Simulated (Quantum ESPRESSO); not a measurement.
**Ta3Ru under changes of volume**

One of the cells (17.230 Å³/atom); the others are scaled copies at fixed shape and fractional positions:

```
CELL_PARAMETERS angstrom
1.66909 -2.34231 0.00000
1.66909 2.34231 0.00000
0.00000 0.00000 8.81420
ATOMIC_POSITIONS crystal
Ta 0.50000 0.50000 0.23612
Ta 0.00000 0.00000 0.50000
Ta 0.50000 0.50000 0.76388
Ru 0.00000 0.00000 0.00000
```

The cell comes from a database or a generator and needn't be the stable form of this composition.

| Property | Result |
| --- | --- |
| Program | Quantum ESPRESSO 7.5 |
| Functional | LDA |
| Potentials or basis | GBRV 1.5 LDA |
| Cutoff | 762 eV |
| Density cutoff | 6095 eV |
| k mesh | 10 × 10 × 3 |
| Occupations | fermi-dirac, width 0.05 eV |
| Spin | no spin polarisation |

```tsv
volume (Å³/atom)	energy over the lowest point (meV/atom)	pressure (GPa)
16.196	0.00	0.1
16.540	5.25	-4.9
16.885	20.77	-9.5
17.230	45.47	-13.5
17.574	78.46	-17.1
17.919	118.85	-20.4
18.263	?	?
```

Q: What does the run at 18.263 Å³/atom give?

A: Energy over the lowest point 165.86 meV/atom; pressure -23.3 GPa.

Worked out: A Birch-Murnaghan fit of order 3 (a polynomial in V^(-2/3)) to the other rows has its minimum at 16.20 Å³/atom with B0 = V·E''(V) = 249 GPa and B' = 4.1 at fixed shape and positions, which overstates the stiffness. It gives 165.82 meV/atom at 18.263 Å³/atom, against the run's 165.86, and -dE/dV = -23.3 GPa, against -23.3.

Energies are extrapolated to zero smearing.
